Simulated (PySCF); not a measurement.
# C4H10Zn (ZnMe(nPr)): the cost of one run

Programs: PySCF 2.14.0, with density-fitted response routines of our own. Each step states its level of theory. These are calculated values for one molecule in the gas phase, unless marked as measured. Atoms count from 0, in the outputs and in this text.

## Step 1: Starting geometry

15 atoms, charge 0, multiplicity 1; geometry from: GFN2-xTB. The atoms were then displaced at random by about 0.03 Å, so the start is not that level's minimum.

Bonds of the start (Å): Zn0–C1 2.04, Zn0–C5 2.08, C1–H2 1.07, C1–H3 0.99, C1–H4 1.08, C5–C6 1.52, C5–H8 1.08, C5–H9 1.06, C6–C7 1.54, C6–H10 1.15, C6–H11 1.09, C7–H12 0.97, C7–H13 1.14, C7–H14 1.06.

## Step 2: Relaxing the molecule at PBE0-D3(BJ)/def2-SVP

Job settings and geometry (Å):

```
{"job": {"xc": "PBE0", "basis": "def2-SVP", "d3": "d3bj", "grid": 1, "maxiter": 40, "shake": 0.03, "kind": "geom"}, "charge": 0, "multiplicity": 1}
Zn     0.564720     0.488490     1.500970
C      0.407420     0.457710     3.532480
H      0.552500    -0.544030     3.870770
H     -0.450330     0.776730     3.904400
H      1.153410     1.100280     3.970820
C      0.452870     0.532000    -0.580520
C     -0.462380    -0.556660    -1.108520
C     -0.463830    -0.546170    -2.653290
H      1.454070     0.335590    -0.919480
H      0.152270     1.476570    -0.950780
H     -1.533590    -0.374550    -0.721520
H     -0.171730    -1.537620    -0.734760
H      0.400560    -0.733430    -3.057360
H     -1.237400    -1.320660    -2.989020
H     -0.851320     0.369650    -3.020190
```

The run is started by

```console
$ OMP_NUM_THREADS=1 python probes_run.py task.json out
```

The driver reads the jobs from task.json and runs them one after another.

**Question.** How long does this first job take on 1 thread of Arm Neoverse V1, shared host, and how much memory does it need?

About 57 s, with a peak of 0.53 GiB.
